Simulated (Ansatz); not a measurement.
# GaSiH3F2 (SMILES [F][Ga]([F])[SiH3]) at CCSD/6-31G(d) (spherical functions)

What is the vertical ionisation energy of GaSiH3F2 at CCSD/6-31G* (spherical functions)? 

The results are computed with Ansatz 0.2.0.

78 further runs of the same task are left out: 1 that didn't finish, 77 set aside as unsound or not needed. Runs told in other sessions of the task aren't counted.

## 1. The molecule

GaSiH3F2: 7 atoms, total charge 0, spin state singlet. SMILES: `[F][Ga]([F])[SiH3]`. Geometry: relaxed at PBE0-D4/def2-TZVP.

Bond lengths: F1–Ga2 1.750 Å, Ga2–F3 1.749 Å, Ga2–Si4 2.387 Å, Si4–H5 1.483 Å, Si4–H6 1.483 Å, Si4–H7 1.484 Å. Angles: F1–Ga2–F3 110.4°, F1–Ga2–Si4 124.5°, F3–Ga2–Si4 125.2°, Ga2–Si4–H5 109.3°, Ga2–Si4–H6 108.8°, Ga2–Si4–H7 107.8°, H5–Si4–H6 110.6°, H5–Si4–H7 110.2°, H6–Si4–H7 110.0°.

## 2. A single-point energy at CCSD/6-31G(d) (spherical functions)

File job.yaml:

```yaml
crystal:
  periodic: [false, false, false]
  atoms:
    - {symbol: F, position_ang: [0.337700, -1.716900, 2.042000]}
    - {symbol: Ga, position_ang: [0.749800, -0.872200, 0.566000]}
    - {symbol: F, position_ang: [2.304600, -1.409500, -0.029300]}
    - {symbol: Si, position_ang: [-0.636100, 0.761900, -0.486900]}
    - {symbol: H, position_ang: [0.191200, 1.594100, -1.392900]}
    - {symbol: H, position_ang: [-1.267600, 1.599600, 0.561500]}
    - {symbol: H, position_ang: [-1.679500, 0.043100, -1.260400]}
basis:
  gaussian:
    orbitals: 6-31G_st_-spherical.json
total_charge: 0
magnetization:
  spin_polarized: false
correlation:
  method: ccsd
  frozen_orbitals: {F: 1, Ga: 9, H: 0, Si: 5}
accuracy: high
scf:
  omitted_lower_state_checks: [cluster_reference, increment]
```

The basis set 6-31G* is read from a file made from the Basis Set Exchange's data (not shown).

Started as:

```console
$ ansatz run job.yaml --threads 1 --pin off --max-ram 3480MiB --events-out events.jsonl --progress --plain --runs-dir runs
```

The log of the run:

```text
Warning: RAYON_NUM_THREADS=1 ignored (pool sized by the plan → 1); use --threads N
Functional definition: HF
  name "HF"
  exchange = exact_x
  correlation = 0
these checks for a lower state are left out or cut short: cluster_reference, increment
1770 factors; integrals over basis functions are off by at most 5.7e-9 eV
mean field evaluation 1: about -65645.9171 eV, gradient 4.2e1 eV
mean field evaluation 2: about -65646.0049 eV, gradient 4.2e1 eV
mean field evaluation 4: about -65649.8678 eV, gradient 2.6e0 eV
mean field evaluation 8: about -65649.9110 eV, gradient 2.9e-1 eV
mean field evaluation 16: about -65649.9114 eV, gradient 5.5e-9 eV
mean field -65649.91142520 eV, -2412.5897457681 hartree, gradient 5.4e-9 eV, S^2 0.000000; 0 other end points of the search recorded, 0 dependent functions left out
16 core orbitals not correlated: weight in the atoms' cores, before any rotation towards them, 1.000 or more for the frozen orbitals, at most 0.000 for the correlated occupied ones
reference -65649.91142520 eV, -2412.5897457681 hartree; 17, 17 occupied and 51, 51 virtual orbitals, 1770 factors
second order -18.07389674 eV of doubles, -0.00000000 eV of singles
cycle   1  -17.52714677 eV  change    5.5e-1 eV  update   1.3e-1
cycle   2  -18.11446280 eV  change   -5.9e-1 eV  update   4.1e-2
cycle   3  -18.25631625 eV  change   -1.4e-1 eV  update   2.3e-2
cycle   4  -18.24265636 eV  change    1.4e-2 eV  update   5.0e-3
cycle   5  -18.23824293 eV  change    4.4e-3 eV  update   2.3e-3
cycle   6  -18.23904466 eV  change   -8.0e-4 eV  update   6.2e-4
cycle   7  -18.23887419 eV  change    1.7e-4 eV  update   2.3e-4
cycle   8  -18.23874745 eV  change    1.3e-4 eV  update   7.3e-5
cycle   9  -18.23875486 eV  change   -7.4e-6 eV  update   2.8e-5
cycle  10  -18.23878577 eV  change   -3.1e-5 eV  update   1.0e-5
cycle  11  -18.23877872 eV  change    7.0e-6 eV  update   3.2e-6
cycle  12  -18.23877926 eV  change   -5.4e-7 eV  update   1.1e-6
cycle  13  -18.23877922 eV  change    3.4e-8 eV  update   4.0e-7
cycle  14  -18.23877914 eV  change    8.3e-8 eV  update   1.6e-7
cycle  15  -18.23877919 eV  change   -5.3e-8 eV  update   6.8e-8
cycle  16  -18.23877920 eV  change   -7.9e-9 eV  update   3.3e-8
cycle  17  -18.23877859 eV  change    6.2e-7 eV  update   1.4e-7
cycle  18  -18.23877845 eV  change    1.4e-7 eV  update   3.7e-8
cycle  19  -18.23877841 eV  change    4.1e-8 eV  update   1.3e-8
cycle  20  -18.23877841 eV  change    1.9e-9 eV  update   4.9e-9
cycle  21  -18.23877841 eV  change   4.3e-10 eV  update   1.8e-9
Total energy: -65668.15020361 eV, -2413.2600085118 hartree
Checks for a lower state left out: cluster_reference, increment
```

Run time: 26 s. Hardware: 1 thread of Arm Neoverse N1, shared host; peak memory 0.4 GiB.

## 3. The doublet cation, same level

File in.yaml:

```yaml
crystal:
  periodic: [false, false, false]
  atoms:
    - {symbol: F, position_ang: [0.337700, -1.716900, 2.042000]}
    - {symbol: Ga, position_ang: [0.749800, -0.872200, 0.566000]}
    - {symbol: F, position_ang: [2.304600, -1.409500, -0.029300]}
    - {symbol: Si, position_ang: [-0.636100, 0.761900, -0.486900]}
    - {symbol: H, position_ang: [0.191200, 1.594100, -1.392900]}
    - {symbol: H, position_ang: [-1.267600, 1.599600, 0.561500]}
    - {symbol: H, position_ang: [-1.679500, 0.043100, -1.260400]}
basis:
  gaussian: {orbitals: 6-31G_st_-spherical.json}
total_charge: 1
magnetization: {spin_polarized: true, initial_magnetization: 1}
correlation: {method: ccsd, frozen_orbitals: {F: 1, Ga: 9, H: 0, Si: 5}}
accuracy: high
scf: {omitted_lower_state_checks: [cluster_reference, increment]}
```

The basis set 6-31G* is read from a file made from the Basis Set Exchange's data (not shown).

Started as:

```console
$ ansatz run in.yaml --threads 1 --pin off --max-ram 3480MiB --events-out events.jsonl --progress --plain --runs-dir runs
```

The log of the run:

```text
Warning: RAYON_NUM_THREADS=1 ignored (pool sized by the plan → 1); use --threads N
Functional definition: HF
  name "HF"
  exchange = exact_x
  correlation = 0
these checks for a lower state are left out or cut short: cluster_reference, increment
1769 factors; integrals over basis functions are off by at most 5.7e-9 eV
mean field evaluation 1: about -65630.1052 eV, gradient 4.7e1 eV
mean field evaluation 2: about -65630.1159 eV, gradient 4.7e1 eV
mean field evaluation 4: about -65638.8559 eV, gradient 3.1e0 eV
mean field evaluation 8: about -65638.9888 eV, gradient 1.6e-1 eV
mean field evaluation 16: about -65637.3499 eV, gradient 3.9e0 eV
mean field evaluation 32: about -65637.6650 eV, gradient 3.8e-1 eV
mean field evaluation 64: about -65638.9722 eV, gradient 1.5e-1 eV
mean field -65638.98968875 eV, -2412.1883793562 hartree, gradient 1.2e-8 eV, S^2 0.761917; 4 other end points of the search recorded, 0 dependent functions left out
16 core orbitals not correlated: weight in the atoms' cores, before any rotation towards them, 1.000 or more for the frozen orbitals, at most 0.000 for the correlated occupied ones
reference -65638.98968875 eV, -2412.1883793562 hartree; 17, 16 occupied and 51, 52 virtual orbitals, 1769 factors
second order -17.89825668 eV of doubles, -0.00000000 eV of singles
cycle   1  -17.19060529 eV  change    7.1e-1 eV  update   1.5e-1
cycle   2  -17.83596883 eV  change   -6.5e-1 eV  update   5.6e-2
cycle   3  -18.03260265 eV  change   -2.0e-1 eV  update   3.6e-2
cycle   4  -18.03348859 eV  change   -8.9e-4 eV  update   1.3e-2
cycle   5  -18.02331650 eV  change    1.0e-2 eV  update   8.6e-3
cycle   6  -18.02713696 eV  change   -3.8e-3 eV  update   4.7e-3
cycle   7  -18.02891894 eV  change   -1.8e-3 eV  update   2.9e-3
cycle   8  -18.02869459 eV  change    2.2e-4 eV  update   1.1e-3
cycle   9  -18.02912510 eV  change   -4.3e-4 eV  update   5.9e-4
cycle  10  -18.02925268 eV  change   -1.3e-4 eV  update   2.2e-4
cycle  11  -18.02907628 eV  change    1.8e-4 eV  update   1.1e-4
cycle  12  -18.02912186 eV  change   -4.6e-5 eV  update   5.4e-5
cycle  13  -18.02912413 eV  change   -2.3e-6 eV  update   2.1e-5
cycle  14  -18.02914272 eV  change   -1.9e-5 eV  update   1.1e-5
cycle  15  -18.02915009 eV  change   -7.4e-6 eV  update   4.6e-6
cycle  16  -18.02915338 eV  change   -3.3e-6 eV  update   2.4e-6
cycle  17  -18.02915450 eV  change   -1.1e-6 eV  update   1.2e-6
cycle  18  -18.02915414 eV  change    3.6e-7 eV  update   8.9e-7
cycle  19  -18.02915427 eV  change   -1.4e-7 eV  update   5.2e-7
cycle  20  -18.02915438 eV  change   -1.0e-7 eV  update   3.6e-7
cycle  21  -18.02915449 eV  change   -1.1e-7 eV  update   1.9e-7
cycle  22  -18.02915453 eV  change   -4.0e-8 eV  update   1.2e-7
cycle  23  -18.02915458 eV  change   -5.4e-8 eV  update   8.1e-8
cycle  24  -18.02915457 eV  change    7.0e-9 eV  update   5.7e-8
cycle  25  -18.02915466 eV  change   -8.5e-8 eV  update   9.8e-8
cycle  26  -18.02915463 eV  change    3.4e-8 eV  update   3.3e-8
cycle  27  -18.02915462 eV  change    2.8e-9 eV  update   1.7e-8
cycle  28  -18.02915462 eV  change    1.4e-9 eV  update   8.5e-9
cycle  29  -18.02915462 eV  change    5.5e-9 eV  update   4.2e-9
cycle  30  -18.02915461 eV  change   7.6e-10 eV  update   1.5e-9
Total energy: -65657.01884336 eV, -2412.8509385677 hartree
Checks for a lower state left out: cluster_reference, increment
```

Run time: 2 min. Hardware: 1 thread of Arm Neoverse N1, shared host; peak memory 0.74 GiB.

## 4. Summary of results

Level: CCSD/6-31G* (spherical functions), 16 core orbitals frozen.

| quantity | value |
| --- | --- |
| singlet GaSiH3F2: total energy | -2413.26001 Eh |
| singlet GaSiH3F2: correlation energy (16 core orbitals frozen) | -670.3 mEh |
| singlet GaSiH3F2: T1 diagnostic | 0.016 |
| doublet cation: total energy | -2412.85094 Eh |
| doublet cation: correlation energy (16 core orbitals frozen) | -662.6 mEh |
| doublet cation: ⟨S²⟩ of the reference determinant | 0.762 |
| doublet cation: T1 diagnostic | 0.024 |
| vertical ionisation energy (to the doublet cation) | 11.131 eV |

The vertical ionisation energy comes to 11.13 eV (1074 kJ/mol).
